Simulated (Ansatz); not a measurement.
# CCSD/cc-pVDZ run of C2H5FSi (SMILES F/C=C/[SiH3])

What is the vertical ionisation energy of C2H5FSi at CCSD/cc-pVDZ? 

The calculation is run with Ansatz 0.2.0.

91 further runs of the same task are left out: 91 set aside as unsound or not needed.

### 1 Starting point

C2H5FSi has 9 atoms, charge 0, and is taken as a singlet. SMILES: `F/C=C/[SiH3]`. The shape is that of a PBE0-D4/def2-TZVP optimisation.

Bond lengths: F1–C2 1.336 Å, C2–C3 1.322 Å, C3–Si4 1.852 Å, C2–H5 1.086 Å, C3–H6 1.087 Å, Si4–H7 1.487 Å, Si4–H8 1.487 Å, Si4–H9 1.487 Å. Some angles: F1–C2–C3 122.8°, C2–C3–Si4 121.1°, F1–C2–H5 111.4°, C3–C2–H5 125.9°, C2–C3–H6 117.6°, Si4–C3–H6 121.3°, C3–Si4–H7 110.8°, C3–Si4–H8 110.8°, C3–Si4–H9 108.6°, H7–Si4–H8 107.9°.

### 2 A single-point energy at CCSD/cc-pVDZ

Input file in.yaml:

```yaml
basis:
  gaussian:
    orbitals: cc-pVDZ
crystal:
  periodic: [false, false, false]
  atoms:
    - symbol: F
      position_ang: [-1.259900, 2.360900, 0.506400]
    - symbol: C
      position_ang: [-0.578300, 1.355000, -0.048000]
    - symbol: C
      position_ang: [-0.336700, 0.219900, 0.584900]
    - symbol: Si
      position_ang: [0.614100, -1.145000, -0.228900]
    - symbol: H
      position_ang: [-0.264200, 1.599600, -1.058100]
    - symbol: H
      position_ang: [-0.716100, 0.118100, 1.598600]
    - symbol: H
      position_ang: [1.843700, -1.465600, 0.542800]
    - symbol: H
      position_ang: [-0.206700, -2.381600, -0.316300]
    - symbol: H
      position_ang: [0.992500, -0.707600, -1.598500]
correlation:
  method: ccsd
  frozen_orbitals: {C: 1, F: 1, H: 0, Si: 5}
accuracy: high
scf:
  omitted_lower_state_checks: [cluster_reference, increment]
```

Launch:

```bash
$ ansatz run in.yaml --threads 1 --pin off --max-ram 3480MiB --events-out events.jsonl --progress --plain --runs-dir runs
```

Output, cut to the lines that bear on the results:

```text
Warning: RAYON_NUM_THREADS=1 ignored (pool sized by the plan → 1); use --threads N
Functional definition: HF
  name "HF"
[...]
1988 factors; integrals over basis functions are off by at most 3.8e-9 eV
[...]
mean field -12707.52031969 eV, -466.9927582820 hartree, gradient 8.4e-8 eV, S^2 0.000000; 0 other end points of the search recorded, 0 dependent functions left out
8 core orbitals not correlated: weight in the atoms' cores, before any rotation towards them, 1.000 or more for the frozen orbitals, at most 0.000 for the correlated occupied ones
reference -12707.52031969 eV, -466.9927582820 hartree; 12, 12 occupied and 65, 65 virtual orbitals, 1988 factors
second order -15.00952566 eV of doubles, -0.00000000 eV of singles
cycle   1  -15.67137094 eV  change   -6.6e-1 eV  update   9.5e-2
[...]
cycle  22  -16.22477375 eV  change   -1.0e-9 eV  update  4.6e-10
Total energy: -12723.74509344 eV, -467.5890077198 hartree
Checks for a lower state left out: cluster_reference, increment
```

Wall time 15 s (1 thread of Arm Neoverse V2, shared host); peak memory 0.49 GiB.

### 3 The doublet cation, same level

Input file run.yaml:

```yaml
crystal:
  periodic: [false, false, false]
  atoms:
    - {symbol: F, position_ang: [-1.259900, 2.360900, 0.506400]}
    - {symbol: C, position_ang: [-0.578300, 1.355000, -0.048000]}
    - {symbol: C, position_ang: [-0.336700, 0.219900, 0.584900]}
    - {symbol: Si, position_ang: [0.614100, -1.145000, -0.228900]}
    - {symbol: H, position_ang: [-0.264200, 1.599600, -1.058100]}
    - {symbol: H, position_ang: [-0.716100, 0.118100, 1.598600]}
    - {symbol: H, position_ang: [1.843700, -1.465600, 0.542800]}
    - {symbol: H, position_ang: [-0.206700, -2.381600, -0.316300]}
    - {symbol: H, position_ang: [0.992500, -0.707600, -1.598500]}
basis:
  gaussian:
    orbitals: cc-pVDZ
total_charge: 1
magnetization:
  spin_polarized: true
  initial_magnetization: 1
correlation:
  method: ccsd
  frozen_orbitals: {C: 1, F: 1, H: 0, Si: 5}
accuracy: high
scf:
  omitted_lower_state_checks: [cluster_reference, increment]
```

Launch:

```bash
$ ansatz run run.yaml --threads 1 --pin off --max-ram 3480MiB --events-out events.jsonl --progress --plain --runs-dir runs
```

Output, cut to the lines that bear on the results:

```text
Warning: RAYON_NUM_THREADS=1 ignored (pool sized by the plan → 1); use --threads N
[... 2 set-up lines as earlier in the session ...]
[...]
1987 factors; integrals over basis functions are off by at most 3.8e-9 eV
[...]
mean field -12698.44086401 eV, -466.6590944401 hartree, gradient 2.8e-8 eV, S^2 0.755923; 1 other end points of the search recorded, 0 dependent functions left out
8 core orbitals not correlated: weight in the atoms' cores, before any rotation towards them, 1.000 or more for the frozen orbitals, at most 0.000 for the correlated occupied ones
reference -12698.44086401 eV, -466.6590944401 hartree; 12, 11 occupied and 65, 66 virtual orbitals, 1987 factors
second order -13.86268627 eV of doubles, -0.00000000 eV of singles
cycle   1  -14.63646020 eV  change   -7.7e-1 eV  update   1.1e-1
[...]
cycle  28  -15.27771076 eV  change  -7.3e-10 eV  update   2.4e-9
Total energy: -12713.71857477 eV, -467.2205399549 hartree
Checks for a lower state left out: cluster_reference, increment
```

Wall time 57 s (1 thread of Arm Neoverse V2, shared host); peak memory 0.9 GiB.

### 4 Results

Level: CCSD/cc-pVDZ, 8 core orbitals frozen.

| quantity | value |
| --- | --- |
| singlet C2H5FSi: total energy | -467.58901 Eh |
| singlet C2H5FSi: correlation energy (8 core orbitals frozen) | -596.2 mEh |
| singlet C2H5FSi: T1 diagnostic | 0.012 |
| doublet cation: total energy | -467.22054 Eh |
| doublet cation: correlation energy (8 core orbitals frozen) | -561.4 mEh |
| doublet cation: ⟨S²⟩ of the reference determinant | 0.756 |
| doublet cation: T1 diagnostic | 0.028 |
| vertical ionisation energy (to the doublet cation) | 10.027 eV |

In words: Removing an electron at fixed nuclei costs 10.03 eV (967 kJ/mol).
